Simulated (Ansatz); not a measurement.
# CH5BOS: rigid scan of one bond length in Python

The task is a rigid scan of one bond length, for CH5BOS.

All numbers are computed with Ansatz 0.2.0, driven from Python. Level of theory: B3LYP/6-31G*.

### 1 The system

Bond lengths: B1–S2 1.858 Å, S2–C3 1.806 Å, C3–O4 1.483 Å, B1–H5 1.215 Å, B1–H6 1.187 Å, C3–H7 1.068 Å, C3–H8 1.137 Å, O4–H9 0.967 Å. Angles: B1–S2–C3 92.0°, S2–B1–H5 119.1°, S2–B1–H6 121.7°, H5–B1–H6 118.7°, S2–C3–O4 109.6°, S2–C3–H7 112.6°, S2–C3–H8 110.3°, O4–C3–H7 109.2°, O4–C3–H8 104.4°, H7–C3–H8 110.5°, C3–O4–H9 104.1°.

No structure file is read: the coordinates are typed or built in the script.

### 2 Script

ch5bos.py

```python
"""Stretching a bond of CH5BOS, the rest held rigid."""

import ansatz
import matplotlib.pyplot as plt
import numpy as np

BASIS = "6-31G*"
FUNCTIONAL = "b3lyp"


def main() -> None:
    system = (
        ansatz.Crystal.molecule()
        .atom("B", (-1.4984, 0.8404, 0.5))
        .atom("S", (-0.0897, 1.0315, -0.6967))
        .atom("C", (0.5797, -0.5895, -0.2667))
        .atom("O", (1.8476, -0.8137, -1.0019))
        .atom("H", (-2.5538, 0.3857, 0.104))
        .atom("H", (-1.4477, 1.2877, 1.5984))
        .atom("H", (-0.0981, -1.3849, -0.4851))
        .atom("H", (0.8814, -0.6132, 0.8292))
        .atom("H", (2.4676, -0.1904, -0.5982))
    )

    symbols = [site.symbol for site in system.cartesian_sites]
    start = np.array([site.position_ang for site in system.cartesian_sites])
    axis = (start[4] - start[0]) / np.linalg.norm(start[4] - start[0])
    moving = [4]
    lengths, energies = [1.03, 1.12, 1.22, 1.34, 1.52, 1.82, 2.19, 2.67], []
    for length in lengths:
        xyz = start.copy()
        xyz[moving] += (length - np.linalg.norm(start[4] - start[0])) * axis
        point = ansatz.Crystal.molecule()
        for symbol, xyz in zip(symbols, xyz):
            point = point.atom(symbol, xyz.tolist())
        setup = point.calculation()
        setup = setup.basis(gaussian=BASIS).functional(FUNCTIONAL)
        setup = setup.accuracy("medium")
        report = setup.run(threads=1, backend="cpu").report
        energies.append(report["free_energy_ev"])
        print(f"r = {length:6.3f} A  E = {energies[-1]:.5f} eV  <S^2> = {abs(report['mean_field']['state']['spin_squared']):.3f}")

    print("energy above the lowest point (eV):", [round(e - min(energies), 3) for e in energies])
    plt.figure(figsize=(4.5, 3))
    plt.plot(lengths, np.array(energies) - min(energies), "o-")
    plt.xlabel("bond length (A)")
    plt.ylabel("E - E(min) (eV)")
    plt.tight_layout()
    plt.savefig("scan.png", dpi=100)


if __name__ == "__main__":
    main()
```

### 3 What the engine is handed

The package turns the script's settings into the engine's input (first run):

```yaml
crystal:
  periodic: [false, false, false]
  atoms:
    - { symbol: B, position_ang: [-1.4984, 0.8404, 0.5] }
    - { symbol: S, position_ang: [-0.0897, 1.0315, -0.6967] }
    - { symbol: C, position_ang: [0.5797, -0.5895, -0.2667] }
    - { symbol: O, position_ang: [1.8476, -0.8137, -1.0019] }
    - { symbol: H, position_ang: [-2.3927341042061343, 0.4550923278543402, 0.16443404845022813] }
    - { symbol: H, position_ang: [-1.4477, 1.2877, 1.5984] }
    - { symbol: H, position_ang: [-0.0981, -1.3849, -0.4851] }
    - { symbol: H, position_ang: [0.8814, -0.6132, 0.8292] }
    - { symbol: H, position_ang: [2.4676, -0.1904, -0.5982] }
accuracy: medium
basis:
  gaussian:
    orbitals: "6-31G*"
hamiltonian:
  xc: b3lyp
```

### 4 Launch

Run with:

```console
$ python ch5bos.py
```

What it wrote:

```text
r =  1.030 A  E = -14675.45939 eV  <S^2> = 0.000
r =  1.120 A  E = -14675.82417 eV  <S^2> = 0.000
r =  1.220 A  E = -14675.89507 eV  <S^2> = 0.000
r =  1.340 A  E = -14675.70325 eV  <S^2> = 0.000
r =  1.520 A  E = -14675.13765 eV  <S^2> = 0.000
r =  1.820 A  E = -14674.00299 eV  <S^2> = 0.000
r =  2.190 A  E = -14672.73923 eV  <S^2> = 0.000
r =  2.670 A  E = -14671.51196 eV  <S^2> = 0.000
energy above the lowest point (eV): [0.436, 0.071, 0.0, 0.192, 0.757, 1.892, 3.156, 4.383]
```

It took 17 s on 1 thread of Intel Xeon Platinum 8375C at 2.90GHz (Ice Lake), shared host; peak memory 0.24 GiB.

### 5 Inputs of later runs

The engine's inputs for some of the other runs:

Run 2, against run 1:

```diff
@@ -8 +8 @@
-    - { symbol: H, position_ang: [-2.3927341042061343, 0.4550923278543402, 0.16443404845022813] }
+    - { symbol: H, position_ang: [-2.470879802631913, 0.42142466718141847, 0.13511275171286938] }
```

Run 3, against run 1:

```diff
@@ -8 +8 @@
-    - { symbol: H, position_ang: [-2.3927341042061343, 0.4550923278543402, 0.16443404845022813] }
+    - { symbol: H, position_ang: [-2.557708356438334, 0.38401615532261657, 0.10253353311580418] }
```

Run 6, against run 1:

```diff
@@ -8 +8 @@
-    - { symbol: H, position_ang: [-2.3927341042061343, 0.4550923278543402, 0.16443404845022813] }
+    - { symbol: H, position_ang: [-3.078679679276859, 0.159565084169805, -0.09294177846658726] }
```

Lines on the test bed's own set-up are left out of the output.

### 6 Run by run

The 8 runs, in the order started:

```tsv
run	distance (Å)	energy from run 3 (eV)	SCF cycles	CPU time (s)
1	1.03	0.4357	17	1.8
2	1.12	0.0709	17	1.9
3	1.22	0.0000	17	1.9
4	1.34	0.1918	18	1.9
5	1.52	0.7574	18	1.9
6	1.82	1.8921	19	2
7	2.19	3.1558	19	1.9
8	2.67	4.3831	21	2.2
```

### 7 Outcome

| quantity | value |
| --- | --- |
| runs compared | 8 |
| range of energy | 4.383 eV |
| lowest point, distance (Å) | 1.22 |

What this shows: The lowest point, at 1.22, lies inside the range. The ends stand 0.436 and 4.38 eV above it. The distance scanned is the script's pair 0, 4. Reading the output:
- The rest of the molecule is held rigid at a force-field or estimated start geometry, and the basis set is modest; single-reference methods fail as a bond breaks.
- b3lyp holds the VWN-RPA fit, as in Gaussian; the form of ORCA and Turbomole is b3lyp5.
- The orbitals are restricted, so S² is zero by construction.
- Toward dissociation an unrestricted state lies under the restricted one, by 1 to 2 eV or more.
